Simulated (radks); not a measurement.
# Eu²²⁺ in [Ar] 3d10 4s1 4p6 4d5 5s1: an all-electron calculation

One table from this session's results is given with a row withheld; the runs are named, their logs left out.

The numbers are computed with radks (a radial shooting solver on a logarithmic mesh, Libxc functionals) version 1 (Dirac Kohn-Sham, PBEsol, spin-unpolarised, spherical densities, finite nucleus; open shells fill j = l - 1/2 first), except any that are marked as measured or tabulated.

## What is computed

- element: europium (Z = 63)
- charge: +22
- electrons: 41
- configuration: [Ar] 3d10 4s1 4p6 4d5 5s1
- nuclear rms radius: 5.1115 fm

Set-up of the first run:

Settings of this run:

```text
Z 63
configuration [Ar] 3d10 4s1 4p6 4d5 5s1 5p0 6s0
relativity Dirac
functional pbe_sol,pbe_sol
spin unpolarised
j_filling energy
nucleus finite rms 5.1115 fm
c 137.035999084
```

Launch:

```bash
> python run_ks.py task.json out
```

All runs below come from this command, one after another.

One table of the session follows, with a row left open; its other results are not shown here.

It belongs to the step «Orbitals and density». Radial moments (bohr):

```
level      <r>  outermost maximum (interpolated)  90 % within  nodes
1s1/2  0.02233                            0.0142       0.0404      0
2s1/2  0.09460                            0.0807        0.147      1
2p1/2  0.07906                            0.0611        0.130      0
2p3/2  0.08579                            0.0668        0.139      0
3s1/2   0.2480                             0.229        0.364      2
3p1/2   0.2375                             0.216        0.356      1
3p3/2        ?                                 ?            ?      ?
3d3/2   0.2217                             0.181        0.345      0
3d5/2   0.2256                             0.184        0.351      0
4s1/2   0.5304                             0.510        0.754      3
4p1/2   0.5343                             0.511        0.767      2
4p3/2   0.5556                             0.533        0.796      2
4d3/2   0.5595                             0.527        0.819      1
4d5/2   0.5658                             0.533        0.827      1
5s1/2   0.9693                             0.974         1.35      4
5p1/2   0.9933                             0.998         1.39      3
5p3/2    1.023                              1.03         1.43      3
6s1/2    1.544                              1.62         2.12      5
```

Estimate the missing values for 3p3/2.

As computed: <r>: 0.2501; outermost maximum (interpolated): 0.228; 90 % within: 0.374; nodes: 1. In the column «<r>» it lies between 3s1/2 (0.2480) and 4s1/2 (0.5304).
